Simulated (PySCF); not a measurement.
**LiGe (quartet): changing the method**

Starting from one script, swap the method and compare what comes out for LiGe (quartet).

Computed with PySCF 2.14.0. Level: method and basis as typed in the scripts.

3 further runs of the same task are left out: 3 that didn't finish.

## Step 1: Starting geometry

LiGe (quartet): 2 atoms, charge 0, spin multiplicity 4.

Bond lengths: Li1–Ge2 2.445 Å.

## Step 2: The base run

File input.py:

```python
from pyscf import gto, scf, mcscf, mrpt

mol = gto.M(
    atom='Li 0 0 0; Ge 0 0 2.445',
    basis='sbkjc',
    ecp={'Li': 'sbkjc', 'Ge': 'sbkjc'},
    charge=0,
    spin=3,
    verbose=3,
)
mf = scf.ROHF(mol)
mf.kernel()
mc = mcscf.CASSCF(mf, 5, 5)
mc.kernel()
mc.analyze()
mrpt.NEVPT(mc).kernel()
mf.dip_moment()
print('orbital energies (hartree):', mf.mo_energy[..., max(0, mol.nelec[1]-3):mol.nelec[0]+3].round(4))
```

Command:

```
$ OMP_NUM_THREADS=1 python input.py
```

Its log is not repeated here.

It gives: E(SCF) = -3.905906 Eh, E(CAS) − E(SCF) = -0.00461 Eh, NEVPT2 = -0.01240 Eh, μ = 6.73 D (of the SCF density).

The bond length is a typed value, not an optimised one. The quartet is typed in the script; nothing here shows that it is the ground state.

## Step 3: Active space 5 electrons in 6 orbitals

Run 1 changes active space: 5 electrons in 5 orbitals → 5 electrons in 6 orbitals.

File input.py:

```python
from pyscf import gto, scf, mcscf, mrpt

mol = gto.M(
    atom='Li 0 0 0; Ge 0 0 2.445',
    basis='sbkjc',
    ecp={'Li': 'sbkjc', 'Ge': 'sbkjc'},
    charge=0,
    spin=3,
    verbose=3,
)
mf = scf.ROHF(mol)
mf.kernel()
mc = mcscf.CASSCF(mf, 6, 5)
mc.kernel()
mc.analyze()
mrpt.NEVPT(mc).kernel()
mf.dip_moment()
print('orbital energies (hartree):', mf.mo_energy[..., max(0, mol.nelec[1]-3):mol.nelec[0]+3].round(4))
```

Command:

```
$ OMP_NUM_THREADS=1 python input.py
```

## Step 4: SCF alone

Run 2 changes step after the SCF: nevpt2 → none.

Edit input.py of step 2 so:

```diff
@@ -1,2 +1,2 @@
-from pyscf import gto, scf, mcscf, mrpt
+from pyscf import gto, scf
 
@@ -12,6 +12,2 @@
 mf.kernel()
-mc = mcscf.CASSCF(mf, 5, 5)
-mc.kernel()
-mc.analyze()
-mrpt.NEVPT(mc).kernel()
 mf.dip_moment()
```

## Step 5: CCSD

Run 3 changes step after the SCF: nevpt2 → ccsd.

Edit input.py of step 2 so:

```diff
@@ -1,2 +1,2 @@
-from pyscf import gto, scf, mcscf, mrpt
+from pyscf import gto, scf, cc
 
@@ -12,6 +12,4 @@
 mf.kernel()
-mc = mcscf.CASSCF(mf, 5, 5)
-mc.kernel()
-mc.analyze()
-mrpt.NEVPT(mc).kernel()
+mycc = cc.CCSD(mf)
+mycc.kernel()
 mf.dip_moment()
```

Before running it: what results should come out? Wanted: for each run, E(SCF); from base; SCF dipole; after the SCF.

The runs gave:

| run | E(SCF) (hartree) | from base (eV) | SCF dipole (D) | after the SCF |
| --- | --- | --- | --- | --- |
| base | -3.905906 | 0 | 6.73 | NEVPT2 correlation -0.463 eV (from the SCF energy, the CASSCF gain included) |
| active space 5 electrons in 6 orbitals | -3.905906 | 0.0000 | 6.73 | NEVPT2 correlation -0.516 eV (from the SCF energy, the CASSCF gain included) |
| SCF alone | -3.905906 | 0.0000 | 6.73 | n/a |
| CCSD | -3.905906 | 0.0000 | 6.73 | CCSD correlation -0.608 eV |

**Reading.** Total energies from different bases, Hamiltonians or methods carry different errors, so properties are taken as differences within one set-up.
